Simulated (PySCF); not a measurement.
# One shape, several levels: Si2SbH6Cl (SMILES [SiH3][Sb]([SiH3])[Cl])

We compute a comparison of 6 runs (HF/STO-3G, HF/3-21G, HF/def2-SVP, PBE0/def2-SVPD, CAM-B3LYP/def2-TZVP, M06-2X/def2-TZVP) of Si2SbH6Cl. Input form: a Python script.

Program for the calculation: PySCF 2.14.0.

### Step 1. The molecule

The species is Si2SbH6Cl (10 atoms), meant as a singlet with charge 0. SMILES: `[SiH3][Sb]([SiH3])[Cl]`. The shape is that of a PBE0-D4/def2-TZVP optimisation.

Bond lengths: Si1–Sb2 2.579 Å, Sb2–Si3 2.579 Å, Sb2–Cl4 2.379 Å, Si1–H5 1.485 Å, Si1–H6 1.484 Å, Si1–H7 1.489 Å, Si3–H8 1.484 Å, Si3–H9 1.485 Å, Si3–H10 1.489 Å. Some angles: Si1–Sb2–Si3 89.8°, Si1–Sb2–Cl4 92.9°, Si3–Sb2–Cl4 92.9°, Sb2–Si1–H5 109.0°, Sb2–Si1–H6 110.6°, Sb2–Si1–H7 108.1°, Sb2–Si3–H8 110.7°, Sb2–Si3–H9 109.0°, Sb2–Si3–H10 108.1°, H5–Si1–H6 110.0°.

### Step 2. Energy and gradient at HF/STO-3G (run 1)

Input file mol.xyz:

```xyz
10

Si    -1.235300     1.220600    -0.587800
Sb     0.494200    -0.443900    -1.531200
Si     1.468000    -0.756600     0.836400
Cl    -0.981600    -2.295800    -1.300200
H     -2.302000     1.434600    -1.598600
H     -1.825500     0.703900     0.672400
H     -0.540600     2.511600    -0.329100
H      0.379600    -0.906700     1.834500
H      2.336900    -1.960800     0.846600
H      2.289400     0.442000     1.160100
```

Input file input.py:

```python
# [SiH3][Sb]([SiH3])[Cl]
from pyscf import gto

molecule = gto.M(
    atom='mol.xyz',
    max_memory=1860,
    basis='sto-3g',
    spin=0,
    verbose=4,
)

calc0 = molecule.RHF()
calc0.conv_tol = 1e-10
calc0.kernel()
if not calc0.converged:
    calc0 = calc0.newton().run(calc0.mo_coeff, calc0.mo_occ)

etot = calc0.e_tot
print(f'total energy: {etot:.8f} hartree')
grad = calc0.nuc_grad_method().kernel()
calc0.analyze()
```

The run is started by

```bash
$ OMP_NUM_THREADS=1 python input.py
```

What it wrote:

```text
PySCF version 2.14.0

[... 81 lines left out ...]
DFT Exchange-Correlation Energy =     -235.102007716573553
[... 13 lines left out ...]
MO #12  energy= -28.5446447549863  occ= 2
[... 11 lines left out ...]
MO #24  energy= -5.41500949907296  occ= 2
[... 11 lines left out ...]
MO #36  energy= -1.26182405799674  occ= 2
[... 11 lines left out ...]
MO #48  energy= -0.38734790989468  occ= 2
[... 11 lines left out ...]
MO #60  energy= 0.556138612352522  occ= 0
[... 73 lines left out ...]
Dipole moment(X, Y, Z, Debye):  1.36518,  2.96622,  1.52487
```

Wall time 9.3 s (1 thread of Intel Xeon at 2.70GHz, shared host); peak memory 0.13 GiB.

### Step 3. Energy and forces at HF/3-21G (run 2)

Input file input.py:

```python
import pyscf.grad
from pyscf import gto, scf

mol = gto.Mole()
mol.atom = '''
Si    -1.235300     1.220600    -0.587800
Sb     0.494200    -0.443900    -1.531200
Si     1.468000    -0.756600     0.836400
Cl    -0.981600    -2.295800    -1.300200
H     -2.302000     1.434600    -1.598600
H     -1.825500     0.703900     0.672400
H     -0.540600     2.511600    -0.329100
H      0.379600    -0.906700     1.834500
H      2.336900    -1.960800     0.846600
H      2.289400     0.442000     1.160100
'''
mol.spin = 0
mol.verbose = 4
mol.max_memory = 1860
mol.charge = 0
mol.basis = '3-21g'
mol.build()

mf = scf.RHF(mol)
mf.conv_tol = 1e-10
mf.kernel()
if not mf.converged:
    mf = mf.newton().run(mf.mo_coeff, mf.mo_occ)

energy = mf.e_tot
print('Final energy', energy)
grad = mf.Gradients().kernel()
mf.analyze()
```

The run is started by

```bash
$ OMP_NUM_THREADS=1 python input.py
```

What it wrote:

```text
PySCF version 2.14.0

[... 87 lines left out ...]
MO #2   energy= -163.974309896022  occ= 2
[... 15 lines left out ...]
MO #18  energy= -10.4804401023964  occ= 2
[... 15 lines left out ...]
MO #34  energy= -1.77308129194637  occ= 2
[... 15 lines left out ...]
MO #50  energy= -0.380606425467286 occ= 2
[... 15 lines left out ...]
MO #66  energy= 0.461374285916199  occ= 0
[... 15 lines left out ...]
MO #82  energy= 1.40022860765473   occ= 0
[... 95 lines left out ...]
Dipole moment(X, Y, Z, Debye):  1.88694,  3.02020,  0.60986
```

Run time: 8.1 s. Hardware: 1 thread of Intel Xeon at 2.70GHz, shared host; peak memory 0.16 GiB.

Runs 3 to 5 aren't shown in full; the table further down has their settings and results.

### Step 4. Energy and gradient at M06-2X/def2-TZVP (core potential) (run 6)

Input file start.xyz:

```xyz
10
ClH6SbSi2
Si    -1.235300     1.220600    -0.587800
Sb     0.494200    -0.443900    -1.531200
Si     1.468000    -0.756600     0.836400
Cl    -0.981600    -2.295800    -1.300200
H     -2.302000     1.434600    -1.598600
H     -1.825500     0.703900     0.672400
H     -0.540600     2.511600    -0.329100
H      0.379600    -0.906700     1.834500
H      2.336900    -1.960800     0.846600
H      2.289400     0.442000     1.160100
```

Input file calc.py:

```python
# [SiH3][Sb]([SiH3])[Cl]
from pyscf import gto, dft

mol = gto.M(
    atom='start.xyz',
    max_memory=1860,
    ecp={'Sb': 'def2-svp'},
    basis='def2-tzvp',
    charge=0,
    verbose=4,
)

mf = dft.RKS(mol, xc='m06-2x')
mf.grids.level = 5
mf.conv_tol = 1e-10
mf.kernel()
if not mf.converged:
    mf = mf.newton().run(mf.mo_coeff, mf.mo_occ)

e_tot = mf.e_tot
print(f'total energy: {e_tot:.8f} hartree')
grad = mf.nuc_grad_method().kernel()
dip = mf.dip_moment()
pop, q = mf.mulliken_pop()
```

The run is started by

```bash
$ OMP_NUM_THREADS=1 python calc.py
```

What it wrote:

```text
PySCF version 2.14.0

[... 87 lines left out ...]
converged SCF energy = -1282.96381603825
total energy: -1282.96381604 hartree
[... 12 lines left out ...]
Dipole moment(X, Y, Z, Debye):  1.33768,  2.08867,  0.35959
[... 208 lines left out ...]
charge of    9H =     -0.00735
```

Run time: 4.8 min. Hardware: 1 thread of Intel Xeon at 2.70GHz, shared host; peak memory 3.1 GiB.

### Step 5. Overview of the runs

| run | level | core potential | integration grid | energy (Eh) | dipole moment (D) | HOMO energy (eV) | LUMO energy (eV) | wall time |
| --- | --- | --- | --- | --- | --- | --- | --- | --- |
| 1 | HF/STO-3G | – | – | -7280.736736 | 3.60 | -6.62 | 5.73 | 9.3 s |
| 2 | HF/3-21G | – | – | -7321.259527 | 3.61 | -9.40 | 0.95 | 8.1 s |
| 3 | HF/def2-SVP (core potential) | def2-svp | – | -1279.821786 | 2.63 | -9.26 | 1.44 | 18 s |
| 4 | PBE0/def2-SVPD (core potential) | def2-svp | 5 | -1282.369234 | 2.43 | -7.19 | -2.02 | 2.1 min |
| 5 | CAM-B3LYP/def2-TZVP (core potential) | def2-svp | 5 | -1283.126831 | 2.40 | -8.32 | -0.91 | 6.9 min |
| 6 | M06-2X/def2-TZVP (core potential) | def2-svp | 5 | -1282.963816 | 2.51 | -8.13 | -1.01 | 4.8 min |

### Step 6. Summary of results

```
                       quantity           value
            run 6: total energy  -1282.96382 Eh
           run 6: dipole moment          2.51 D
             run 6: HOMO energy        -8.13 eV
             run 6: LUMO energy        -1.01 eV
           run 6: HOMO–LUMO gap         7.12 eV
run 6: largest force on an atom      0.192 eV/Å
```

The dipole moment (its size) runs from 2.40 D (CAM-B3LYP/def2-TZVP) to 3.61 D (HF/3-21G). The two ends differ in method and basis and core potential. The HOMO–LUMO gap runs from 5.17 eV (PBE0/def2-SVPD) to 12.35 eV (HF/STO-3G). Totals of different functionals can't be ranked against each other. Some runs of one species differ in core potentials or relativity; totals across that change don't compare. In run 1 the basis is minimal, so the values are rough. In runs 1, 2 relativity is left out where basis or elements ask for it. All runs together took 14 min, the longest 6.9 min.
